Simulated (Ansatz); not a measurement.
# Cl3GeH3O: the cost of one run

Program: Ansatz 0.2.0. Level of theory: RKS B3LYP-D4/def2-SVP. These are calculated values, not measurements.

### Step 1. Starting point

Bond lengths: Ge1–Cl3 2.220 Å, Ge1–Cl4 2.218 Å, Ge1–Cl5 2.218 Å, Ge1–O6 2.070 Å, O6–H7 1.010 Å. Angles: Cl3–Ge1–Cl4 109.5°, Cl3–Ge1–Cl5 109.5°, Cl3–Ge1–O6 178.9°, Cl4–Ge1–Cl5 109.5°, Cl4–Ge1–O6 70.0°, Cl5–Ge1–O6 70.0°, Ge1–O6–H7 109.5°.

Coordinates:

```xyz
8

Ge    0.0000    0.0000    0.0000
H     0.0000    0.0000    1.9000
Cl    2.0935    0.0000   -0.7393
Cl   -1.0456    1.8115   -0.7393
Cl   -1.0456   -1.8115   -0.7393
O    -1.9644    0.0000    0.6527
H    -2.5095   -0.6297    0.0813
H    -0.9937    0.0000    1.8011
```

### Step 2. A restrained relaxation towards end A

Springs on the bonds that form and break draw the guess towards this end; the thresholds are loose.

input.yaml

```yaml
crystal:
  periodic: [false, false, false]
  atoms:
    - { symbol: Ge, position_ang: [0.0, 0.0, 0.0] }
    - { symbol: H, position_ang: [0.0, 0.0, 1.9] }
    - { symbol: Cl, position_ang: [2.0935, 0.0, -0.7393] }
    - { symbol: Cl, position_ang: [-1.0456, 1.8115, -0.7393] }
    - { symbol: Cl, position_ang: [-1.0456, -1.8115, -0.7393] }
    - { symbol: O, position_ang: [-1.9644, 0.0, 0.6527] }
    - { symbol: H, position_ang: [-2.5095, -0.6297, 0.0813] }
    - { symbol: H, position_ang: [-0.9937, 0.0, 1.8011] }
basis:
  gaussian: { orbitals: def2-SVP }
hamiltonian:
  xc: b3lyp
  dispersion: d4
relax:
  f_tol: 0.15
  max_steps: 25
  restrain:
    - { distance: [0, 5], at: 2.97, k: 30.0 }
    - { distance: [7, 1], at: 1.86, k: 30.0 }
    - { distance: [0, 1], at: 1.55, k: 30.0 }
    - { distance: [7, 5], at: 1.01, k: 30.0 }
```

Run with:

```sh
$ ansatz run input.yaml --threads 4 --pin off --max-ram 5120MiB --backend cpu --events-out ev --progress --plain --runs-dir out
```

**Question.** How long does this run take on 4 threads of Arm Neoverse V2, shared host, and how much memory does it need?

About 17 s, with a peak of 0.31 GiB.
